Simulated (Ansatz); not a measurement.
# Ag (fcc type): the cost of one run

Method: DFT LDA, with the methods named in each step, in Ansatz 0.2.0.

**1. Starting point**

It takes space group Fm-3m (No. 225, cubic). Conventional cell: a = 4.002 Å, b = 4.002 Å, c = 4.002 Å, α = 90.00°, β = 90.00°, γ = 90.00°. Ag (site symmetry m-3m) is surrounded by 12 Ag at 2.83 Å.

As a file:

```cif
data_structure
_symmetry_space_group_name_H-M 'P 1'
_symmetry_Int_Tables_number 1
_cell_length_a 2.8298
_cell_length_b 4.0020
_cell_length_c 2.8298
_cell_angle_alpha 90.000
_cell_angle_beta 90.000
_cell_angle_gamma 90.000
_cell_volume 32.05
loop_
_atom_site_label
_atom_site_type_symbol
_atom_site_fract_x
_atom_site_fract_y
_atom_site_fract_z
_atom_site_occupancy
Ag1 Ag 0.00000 0.00000 0.00000 1
Ag2 Ag 0.50000 0.50000 0.50000 1
```

Atoms are numbered in the order of the input: Ag1, Ag2.

**2. Bulk in the slab's orientation, LAPW**

input.yaml

```yaml
crystal:
  lattice:
    - [-2.0010043344, 2.0010043344, 0.0]
    - [0.0, 0.0, 4.0020086688]
    - [2.0010043344, 2.0010043344, 0.0]
  atoms:
    - { symbol: Ag, position: [0.0, 0.0, 0.0] }
    - { symbol: Ag, position: [0.5, 0.5, 0.5] }
kpoints:
  mp_grid: { grid: [13, 9, 13] }
scf:
  occupations: { method: fermi_dirac, width: 0.05 }
hamiltonian:
  xc: lda
  pseudopotentials: { kind: all_electron, lapw: { basis_error: 0.001 } }
output:
  forces: true
  stress: true
  eigenvalues: true
```

Command:

```console
$ ansatz run input.yaml --threads 2 --pin off --max-ram 4096MiB --backend cpu --events-out ev --progress --plain --runs-dir out
```

**Question.** How long does this run take on 2 threads of Intel Xeon Platinum 8488C (Sapphire Rapids), shared host, and how much memory does it need?

About 14 s, with a peak of 0.53 GiB.
